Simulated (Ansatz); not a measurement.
# BFH5SbSi: the cost of one run

Program: Ansatz 0.2.0. Level of theory: RKS revPBE-D4/def2-SVP. These are calculated values, not measurements.

### Step 1. Starting point

Bond lengths: F1–B2 1.467 Å, B2–Sb3 2.240 Å, Sb3–Si4 2.599 Å, B2–H5 1.166 Å, Sb3–H6 1.793 Å, Si4–H7 1.454 Å, Si4–H8 1.476 Å, Si4–H9 1.396 Å. Angles: F1–B2–Sb3 119.8°, F1–B2–H5 119.9°, Sb3–B2–H5 119.7°, B2–Sb3–Si4 91.0°, B2–Sb3–H6 91.6°, Si4–Sb3–H6 90.5°, Sb3–Si4–H7 109.0°, Sb3–Si4–H8 106.4°, Sb3–Si4–H9 108.7°, H7–Si4–H8 109.5°, H7–Si4–H9 112.1°, H8–Si4–H9 111.0°.

As a file:

```xyz
9

F    -1.9442   -1.2209    1.3064
B    -1.4868    0.1675    1.1776
Sb   -0.9379    0.9751   -0.8382
Si    1.1696   -0.5432   -0.9234
H    -1.2565    0.7942    2.1334
H     0.0258    2.2962   -0.1018
H     1.8410   -0.4932    0.3656
H     0.6841   -1.9147   -1.1734
H     1.9934   -0.1073   -1.9632
```

### Step 2. Preparing the start

input.yaml

```yaml
crystal:
  periodic: [false, false, false]
  atoms:
    - { symbol: F, position_ang: [-1.9442, -1.2209, 1.3064] }
    - { symbol: B, position_ang: [-1.4868, 0.1675, 1.1776] }
    - { symbol: Sb, position_ang: [-0.9379, 0.9751, -0.8382] }
    - { symbol: Si, position_ang: [1.1696, -0.5432, -0.9234] }
    - { symbol: H, position_ang: [-1.2565, 0.7942, 2.1334] }
    - { symbol: H, position_ang: [0.0258, 2.2962, -0.1018] }
    - { symbol: H, position_ang: [1.841, -0.4932, 0.3656] }
    - { symbol: H, position_ang: [0.6841, -1.9147, -1.1734] }
    - { symbol: H, position_ang: [1.9934, -0.1073, -1.9632] }
basis:
  gaussian: { orbitals: def2-SVP }
hamiltonian:
  xc: revpbe
  dispersion: d4
relax:
  f_tol: 0.02
  max_steps: 40
scf:
  lower_state_search: "off"
```

Started as:

```console
ansatz run input.yaml --threads 2 --pin off --max-ram 3072MiB --backend cpu --events-out ev --progress --plain --runs-dir out
```

Q: Estimate wall time and peak memory on 2 threads of Arm Neoverse N1, shared host.

About 17 s, with a peak of 0.14 GiB.
